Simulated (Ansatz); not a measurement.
# Ga4N4 wurtzite atom sphere (Ga4N4H14): geometry, orbitals and charge

Aim: characterise Ga4N4 wurtzite atom sphere (Ga4N4H14) as a singlet: its structure, frontier levels and distribution of charge.

Program: Ansatz 0.2.0, Gaussian basis. Level of theory: RKS PBE0-D4/def2-TZVP. These are calculated values, not measurements.

Levels to be run: relaxation at r2SCAN-D4/def2-SVP; a single point at PBE0-D4/def2-TZVP.

### 1 The system as given

22 atoms, charge 0, spin multiplicity 1.

Atoms are counted from 1 here; the program's logs count them from 0.

Bond lengths: Ga1–N2 2.088 Å, Ga1–N4 1.945 Å, Ga1–H9 1.550 Å, Ga1–H10 1.552 Å, N2–Ga6 1.950 Å, N2–H11 1.026 Å, N2–H12 1.025 Å, Ga3–N4 1.946 Å, Ga3–N5 2.089 Å, Ga3–H13 1.551 Å, Ga3–H14 1.552 Å, N4–Ga7 1.945 Å, N4–H15 1.029 Å, N5–Ga6 1.949 Å, N5–H16 1.026 Å, N5–H17 1.026 Å, Ga6–N8 1.949 Å, Ga6–H18 1.537 Å and more. Angles: N2–Ga1–N4 104.0°, N2–Ga1–H9 103.1°, N2–Ga1–H10 103.4°, N4–Ga1–H9 111.2°, N4–Ga1–H10 111.1°, H9–Ga1–H10 121.8°, Ga1–N2–Ga6 115.0°, Ga1–N2–H11 106.4°, Ga1–N2–H12 106.4°, Ga6–N2–H11 111.4°, Ga6–N2–H12 111.8°, H11–N2–H12 105.1°, N4–Ga3–N5 104.2°, N4–Ga3–H13 111.2°, N4–Ga3–H14 111.1°, N5–Ga3–H13 103.2°, N5–Ga3–H14 103.2°, H13–Ga3–H14 121.8° and more.

As a file:

```
Ga   -1.6242   -0.9310   -1.0775
N    -1.5511   -0.8962    1.0086
Ga    1.6149   -0.9417   -1.0805
N    -0.0024   -0.0057   -1.6222
N     1.5597   -0.8927    1.0070
Ga    0.0043    0.0061    1.7640
Ga    0.0021    1.8631   -1.0837
N     0.0017    1.8010    1.0037
H    -1.5438   -2.4439   -1.4075
H    -2.8850   -0.0871   -1.4063
H    -1.6040   -1.8729    1.3173
H    -2.4287   -0.4687    1.3223
H     1.5193   -2.4563   -1.4008
H     2.8811   -0.1113   -1.4223
H    -0.0036   -0.0083   -2.6508
H     1.6199   -1.8669    1.3219
H     2.4371   -0.4578    1.3121
H     0.0031    0.0087    3.3013
H    -1.3547    2.5421   -1.4140
H     1.3595    2.5350   -1.4177
H    -0.8172    2.3368    1.3106
H     0.8121    2.3475    1.3143
```

The start is a GFN2-xTB geometry.

### 2 Relaxation at r2SCAN-D4/def2-SVP

in.yaml reads:

```yaml
crystal:
  periodic: [false, false, false]
  atoms:
    - {symbol: Ga, position_ang: [-1.624160, -0.931040, -1.077490]}
    - {symbol: N, position_ang: [-1.551070, -0.896240, 1.008590]}
    - {symbol: Ga, position_ang: [1.614890, -0.941680, -1.080470]}
    - {symbol: N, position_ang: [-0.002420, -0.005720, -1.622200]}
    - {symbol: N, position_ang: [1.559730, -0.892690, 1.006990]}
    - {symbol: Ga, position_ang: [0.004350, 0.006120, 1.764010]}
    - {symbol: Ga, position_ang: [0.002120, 1.863140, -1.083650]}
    - {symbol: N, position_ang: [0.001690, 1.801040, 1.003730]}
    - {symbol: H, position_ang: [-1.543800, -2.443880, -1.407500]}
    - {symbol: H, position_ang: [-2.885010, -0.087100, -1.406300]}
    - {symbol: H, position_ang: [-1.604020, -1.872930, 1.317270]}
    - {symbol: H, position_ang: [-2.428750, -0.468670, 1.322350]}
    - {symbol: H, position_ang: [1.519300, -2.456340, -1.400770]}
    - {symbol: H, position_ang: [2.881080, -0.111260, -1.422260]}
    - {symbol: H, position_ang: [-0.003610, -0.008270, -2.650770]}
    - {symbol: H, position_ang: [1.619860, -1.866860, 1.321890]}
    - {symbol: H, position_ang: [2.437140, -0.457810, 1.312090]}
    - {symbol: H, position_ang: [0.003050, 0.008720, 3.301280]}
    - {symbol: H, position_ang: [-1.354670, 2.542140, -1.414030]}
    - {symbol: H, position_ang: [1.359470, 2.535040, -1.417650]}
    - {symbol: H, position_ang: [-0.817230, 2.336770, 1.310600]}
    - {symbol: H, position_ang: [0.812070, 2.347520, 1.314270]}
basis:
  gaussian: {orbitals: def2-SVP}
hamiltonian: {xc: r2scan, dispersion: d4}
scf: {lower_state_search: "off"}
output: {orbitals: {seedname: orbitals}}
relax: {f_tol: 0.03, max_steps: 70}
```

Started as:

```
ansatz run in.yaml --threads 2 --pin off --events-out ev --progress --plain --max-ram 22528MiB --backend cuda --devices 0, --max-vram 18GiB
```

Output, cut to the lines that bear on the results:

```text
Functional definition: r2SCAN
  name "r2SCAN"
  cite "Furness, Kaplan, Ning, Perdew & Sun, J. Phys. Chem. Lett. 11, 8208 (2020) doi:10.1021/acs.jpclett.0c02405"
  cite "Furness, Kaplan, Ning, Perdew & Sun, J. Phys. Chem. Lett. 11, 9248 (2020) doi:10.1021/acs.jpclett.0c03077"
  parent r2scan
[...]
2920 factors; their error is unknown
[...]
mean field -215670.41620933 eV, -7925.7416090343 hartree, gradient 4.8e-6 eV, S^2 0.000000; 0 other end points of the search recorded, 0 dependent functions left out
[...]
reference -215670.41622836 eV, -7925.7416097338 hartree; 83, 83 occupied and 171, 171 virtual orbitals, 2920 factors
relax step   1: F+E_penalty+E_count = -215670.66147182 eV  Δ(F+E_penalty+E_count) = +0.000e0 eV  max|allowed force component| = 5.106e-1 eV/Å  Δτ_max = 0.0000 Å  (18 SCF iters, accepted)
[...]
relax step   6: F+E_penalty+E_count = -215670.79691955 eV  Δ(F+E_penalty+E_count) = -2.158e-5 eV  max|allowed force component| = 2.733e-3 eV/Å  Δτ_max = 0.0021 Å  (13 SCF iters, accepted)
[...]
relax step  11: F+E_penalty+E_count = -215670.80310855 eV  Δ(F+E_penalty+E_count) = -5.301e-3 eV  max|allowed force component| = 6.967e-2 eV/Å  Δτ_max = 0.0471 Å  (19 SCF iters, accepted)
[...]
relax step  16: F+E_penalty+E_count = -215670.98569437 eV  Δ(F+E_penalty+E_count) = -6.165e-2 eV  max|allowed force component| = 3.075e-1 eV/Å  Δτ_max = 0.1973 Å  (18 SCF iters, accepted)
[...]
Atom 7 at    -0.446579     1.705503     0.892121 Å, force    -0.004274    -0.003115     0.001171 eV/Å
Atom 8 at    -2.239088    -1.907169    -1.782976 Å, force     0.000035    -0.000287     0.000290 eV/Å
Atom 9 at    -2.763478     0.570290    -0.693698 Å, force    -0.000749    -0.001084    -0.001201 eV/Å
Atom 10 at    -0.816104    -2.161937     0.807578 Å, force     0.000533    -0.000997    -0.000705 eV/Å
Atom 11 at    -2.091249    -1.385599     1.463263 Å, force    -0.004384     0.002421     0.001582 eV/Å
Atom 12 at     0.884208    -2.680050    -0.691317 Å, force     0.001603    -0.000162    -0.001076 eV/Å
Atom 13 at     2.763122    -0.990491    -1.793358 Å, force     0.000285     0.000178     0.000359 eV/Å
Atom 14 at    -0.003952    -0.006224    -2.570829 Å, force    -0.000124     0.000067    -0.000752 eV/Å
Atom 15 at     2.252789    -1.114604     1.455549 Å, force    -0.000043    -0.005387     0.001841 eV/Å
Atom 16 at     2.283902     0.376184     0.795906 Å, force     0.000841     0.000922    -0.000631 eV/Å
Atom 17 at     0.005534     0.008260     3.324772 Å, force     0.000087     0.000041     0.000248 eV/Å
Atom 18 at    -0.532292     2.884065    -1.797491 Å, force    -0.000257     0.000087     0.000439 eV/Å
Atom 19 at     1.875489     2.104577    -0.704576 Å, force    -0.000698     0.001717    -0.000987 eV/Å
Atom 20 at    -1.464292     1.791215     0.798469 Å, force    -0.001440     0.000061    -0.000529 eV/Å
Atom 21 at    -0.154819     2.511461     1.450518 Å, force     0.004402     0.002669     0.001570 eV/Å
Dipole moment:     0.001562     0.002490     0.972664 e Å
Checks for a lower state left out: stability, starts, cluster_reference, orbital_swaps, neighbouring_geometries, increment
```

It took 51 s on 1 × H100 (card shared with other runs) with 2 threads of AMD EPYC 7R13, shared host; peak host memory 0.96 GiB.

Along the way: (the energy doesn't fall at every step)

```csv
step,energy from step 1 (eV),largest force component (eV/Å)
1,0.0000,0.5106
2,-0.1127,0.2897
3,-0.1336,0.1017
4,-0.1354,0.0138
5,-0.1354,0.0064
6,-0.1354,0.0027
7,-0.1355,0.0092
8,-0.1363,0.1024
9,-0.1294,0.3420
10,0.0120,1.0720
11,-0.1416,0.0697
12,-0.1538,0.1476
13,-0.1735,0.3604
14,-0.1912,0.7324
15,-0.2626,0.5732
16,-0.3242,0.3075
17,-0.3693,0.0564
18,-0.3736,0.1824
19,-0.3785,0.0303
20,-0.3789,0.0060
```

The force was under the threshold of 0.03 eV/Å already at step 4, but the program went on to step 20.

Distances of close pairs at the start and the end, largest changes first:

```csv
bond,before (Å),after (Å),change (Å)
Ga3–N5,2.089,2.050,-0.039
Ga7–N8,2.088,2.050,-0.039
Ga1–N2,2.088,2.050,-0.038
Ga7–H20,1.551,1.581,+0.031
Ga3–H13,1.551,1.581,+0.030
Ga1–H10,1.552,1.581,+0.029
N4–Ga7,1.945,1.973,+0.028
Ga1–N4,1.945,1.973,+0.028
```

Bonds by kind at the end (by distance):

```
bond  count  shortest (Å)  longest (Å)
Ga–N      9         1.963        2.050
Ga–H      7         1.561        1.581
 H–N      7         1.023        1.026
```

### 3 Single point, PBE0-D4/def2-TZVP

start.molden holds the orbitals of an earlier run on this state, given as this run's starting guess.

in.yaml reads:

```yaml
crystal:
  periodic: [false, false, false]
  atoms:
    - {symbol: Ga, position_ang: [-1.784609, -0.637252, -0.984748]}
    - {symbol: N, position_ang: [-1.249776, -1.237216, 0.900756]}
    - {symbol: Ga, position_ang: [1.439708, -1.229443, -0.988452]}
    - {symbol: N, position_ang: [-0.002360, -0.003669, -1.544730]}
    - {symbol: N, position_ang: [1.700647, -0.461694, 0.894002]}
    - {symbol: Ga, position_ang: [0.003007, 0.004391, 1.763458]}
    - {symbol: Ga, position_ang: [0.340201, 1.859401, -0.994236]}
    - {symbol: N, position_ang: [-0.446579, 1.705503, 0.892121]}
    - {symbol: H, position_ang: [-2.239088, -1.907169, -1.782976]}
    - {symbol: H, position_ang: [-2.763478, 0.570290, -0.693698]}
    - {symbol: H, position_ang: [-0.816104, -2.161937, 0.807578]}
    - {symbol: H, position_ang: [-2.091249, -1.385599, 1.463263]}
    - {symbol: H, position_ang: [0.884208, -2.680050, -0.691317]}
    - {symbol: H, position_ang: [2.763122, -0.990491, -1.793358]}
    - {symbol: H, position_ang: [-0.003952, -0.006224, -2.570829]}
    - {symbol: H, position_ang: [2.252789, -1.114604, 1.455549]}
    - {symbol: H, position_ang: [2.283902, 0.376184, 0.795906]}
    - {symbol: H, position_ang: [0.005534, 0.008260, 3.324772]}
    - {symbol: H, position_ang: [-0.532292, 2.884065, -1.797491]}
    - {symbol: H, position_ang: [1.875489, 2.104577, -0.704576]}
    - {symbol: H, position_ang: [-1.464292, 1.791215, 0.798469]}
    - {symbol: H, position_ang: [-0.154819, 2.511461, 1.450518]}
basis:
  gaussian: {orbitals: def2-TZVP, initial_orbitals: start.molden}
hamiltonian: {xc: pbe0, dispersion: d4}
scf: {omitted_lower_state_checks: [starts]}
output: {orbitals: {seedname: orbitals}}
```

Launched as before.

Output:

```text
Functional definition: PBE0
  name "PBE0"
  cite "Adamo & Barone, J. Chem. Phys. 110, 6158 (1999) doi:10.1063/1.478522"
  cite "Perdew, Burke & Ernzerhof, Phys. Rev. Lett. 77, 3865 (1996) doi:10.1103/PhysRevLett.77.3865"
  parent pbe
  parameter a = 0.25
  parameter kappa = 0.804
  parameter beta = 0.06672455060314922
  exchange = (1 - a)*pbe_x(kappa = kappa, mu = beta*pi^2/3) + a*exact_x
  correlation = pbe_c(beta = beta)
these checks for a lower state are left out or cut short: starts
2888 factors; their error is unknown
mean field evaluation 1: about -215668.2909 eV, gradient 2.3e2 eV
mean field evaluation 2: about -215672.9249 eV, gradient 6.0e0 eV
mean field evaluation 4: about -215673.7433 eV, gradient 4.2e-1 eV
mean field evaluation 8: about -215673.7436 eV, gradient 8.5e-6 eV
mean field -215673.74355262 eV, -7925.8638866450 hartree, gradient 8.5e-6 eV, S^2 0.000000; 0 other end points of the search recorded, 0 dependent functions left out
reference -215673.74360184 eV, -7925.8638884535 hartree; 83, 83 occupied and 317, 317 virtual orbitals, 2888 factors
Total energy: -215674.61200581 eV, -7925.8958017111 hartree
Checks for a lower state left out: starts
```

Wall time 4.4 s (1 × H100 (card shared with other runs) with 2 threads of AMD EPYC 7R13, shared host); peak host memory 0.97 GiB.

HOMO -7.52 eV, LUMO -0.14 eV.

Mulliken charges, from this run's orbitals:

Ga1 0.21; N2 -0.56; Ga3 0.21; N4 -0.47; N5 -0.56; Ga6 0.37; Ga7 0.21; N8 -0.56; H9 -0.09; H10 -0.12; H11 0.27; H12 0.26; H13 -0.12; H14 -0.09; H15 0.24; H16 0.26; H17 0.27; H18 -0.06; H19 -0.09; H20 -0.12; H21 0.27; H22 0.26

Largest Mayer bond orders: Ga6–H18 0.95; Ga1–H9 0.95; Ga3–H14 0.95; Ga7–H19 0.95; Ga1–H10 0.95; Ga3–H13 0.95; Ga7–H20 0.95; N2–H12 0.91; N5–H16 0.91; N8–H22 0.91.

### 4 What came out

| quantity | value |
| --- | --- |
| point group | C3 |
| commonest bond, hydrogen aside | Ga–N, 9 of mean length 1.995 Å |
| HOMO, LUMO at PBE0-D4/def2-TZVP | -7.52, -0.14 eV |
| dipole at r2SCAN-D4/def2-SVP | 4.67 D |

In words: The molecule keeps its bonding pattern by the stored test; the atoms moved 0.76 Å (rms). No usable vibrations, so a minimum isn't proven. Whether this spin is the lowest isn't tested here. The point group is read from a loosely relaxed geometry; soft torsions can leave it below the true symmetry.
